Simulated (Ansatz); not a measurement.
# GeNH₂ (quartet): the correlation ladder at distance Ge1–N2 = 2.761 Å, cc-pVDZ

One table from this session's results is given with a row withheld; the runs are named, their logs left out.

Program: Ansatz 0.2.0, Gaussian basis. Level of theory: cc-pVDZ, core rule «outside noble gas», up to 15 orbitals frozen. These are calculated values, not measurements.

Plan: UHF; CCSD(T) on ROHF; CCSD(T) on UHF; BCCD(T) on ROHF; CISD; CCSDT(Q) on ROHF; CCSDT(Q) on UHF; CASSCF and MRCISD+Q, 5 electrons in 5 orbitals; CASSCF and NEVPT2, 5 electrons in 5 orbitals.

31 further runs of the same task are left out: 6 for a known fault of the program, 18 that didn't finish, 7 set aside as unsound or not needed.

## What is computed

The geometry derives from a PBE0/def2-TZVP stationary point (not a proven minimum). One bond is set to the value named and the two fragments are kept rigid. No spin-orbit coupling is included. The filled d shell of Ge may be among the frozen orbitals whatever the setting's name suggests; the logs give the count.

4 atoms, charge 0, spin multiplicity 4.

Atoms are counted from 1 here; the program's logs count them from 0.

Bond lengths: N2–H3 1.021 Å, N2–H4 1.021 Å. Angles: H3–N2–H4 108.9°.

Set-up of the first run:

Contents of in.yaml:

```yaml
crystal:
  periodic: [false, false, false]
  atoms:
    - {symbol: Ge, position_ang: [0.000000, 0.000000, 0.512455]}
    - {symbol: N, position_ang: [0.000000, 0.000000, -2.248545]}
    - {symbol: H, position_ang: [0.000000, 0.830871, -2.842461]}
    - {symbol: H, position_ang: [0.000000, -0.830871, -2.842461]}
basis:
  gaussian: {orbitals: cc-pVDZ}
magnetization: {spin_polarized: true, initial_magnetization: 3}
hamiltonian: {xc: hf}
output: {orbitals: {seedname: orbitals}}
```

Started as:

```sh
ansatz run in.yaml --threads 1 --pin off --events-out ev --progress --plain --max-ram 2393MiB
```

Among the steps run: UHF; CCSD(T) on ROHF; CCSD(T) on UHF; BCCD(T) on ROHF; CISD; CCSDT(Q) on ROHF; CCSDT(Q) on UHF; CASSCF and MRCISD+Q, 5 electrons in 5 orbitals; CASSCF and NEVPT2, 5 electrons in 5 orbitals.

One of the session's tables, all rows but one given; the rest of the session is left out.

```
       method  from UCCSDT(Q) (meV)
         ROHF               +6370.7
          UHF               +6155.0
         RMP2               +1072.4
         UMP2               +1068.6
         CISD                +572.5
        RCCSD                +149.4
        UCCSD                +137.9
     RCCSD(T)                 +37.2
     UCCSD(T)                     ?
      BCCD(T)                 +37.2
       RCCSDT                 +17.0
       UCCSDT                  +8.1
    RCCSDT(Q)                  +9.0
    UCCSDT(Q)                     0
  CASSCF pair               +5835.4
  MRCISD pair                +506.2
MRCISD+Q pair                 +23.1
```

Q: Estimate the row for UCCSD(T) from the others.

The run gave: from UCCSDT(Q) (meV): +28.2. In the column «from UCCSDT(Q) (meV)» it lies between MRCISD+Q pair (+23.1) and RCCSD(T) (+37.2).

Not comparable, so not listed: CASSCF and NEVPT2, 5 electrons in 5 orbitals (they don't share determinant, frozen orbitals or solution with the rows shown, or repeat one).

Caveats from the session: Restricted and unrestricted rows rest on different reference determinants; where their highest levels disagree by more than a few hundredths of an eV, they describe different states and don't form one ladder. Warnings in the runs' records: passed over end.
